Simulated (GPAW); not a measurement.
Runs of GPAW 26.7.0 on Sn3Se. Symmetry: Pm-3m, No. 221, cubic system. Conventional cell: a = 4.742 Å, b = 4.742 Å, c = 4.742 Å, α = 90.00°, β = 90.00°, γ = 90.00°. Sn (site symmetry 4/mmm) is surrounded by 8 Sn at 3.35 Å and 4 Se at 3.35 Å. Se (site symmetry m-3m) is surrounded by 12 Sn at 3.35 Å. The cell comes from a database or a generator and needn't be the stable form of this composition.

```csv
level,gap on the mesh (eV),pressure (GPa),relaxed volume (Å³/atom)
PBEsol+D3,none,0.0,24.67
PBEsol+D4,none,0.0,24.42
PBEsol,none,0.0,(b)
PBEsol+D3(BJ)+ATM,none,-0.1,24.11
PBEsol+D3(BJ),none,-0.1,(a)
```

Alike in all rows: task relaxation of cell and atoms; potentials or basis PAW data sets generated in the run's folder for this functional, pw; no spin polarisation; cell relaxed; k mesh 6 × 6 × 6; cutoff (eV) 600; smearing fermi-dirac 0.05 eV.

Estimate the missing entries.

(a) 23.99; (b) 25.15.

Caveats: later steps reuse the first step's grids; pairwise dispersion overbinds metals, which lowers pressure and volume (some runs).

A k mesh can miss the band edges, and the runs leave out spin-orbit coupling on Se, Sn.

A gap of «none» marks a metal or a gap under the smearing width.
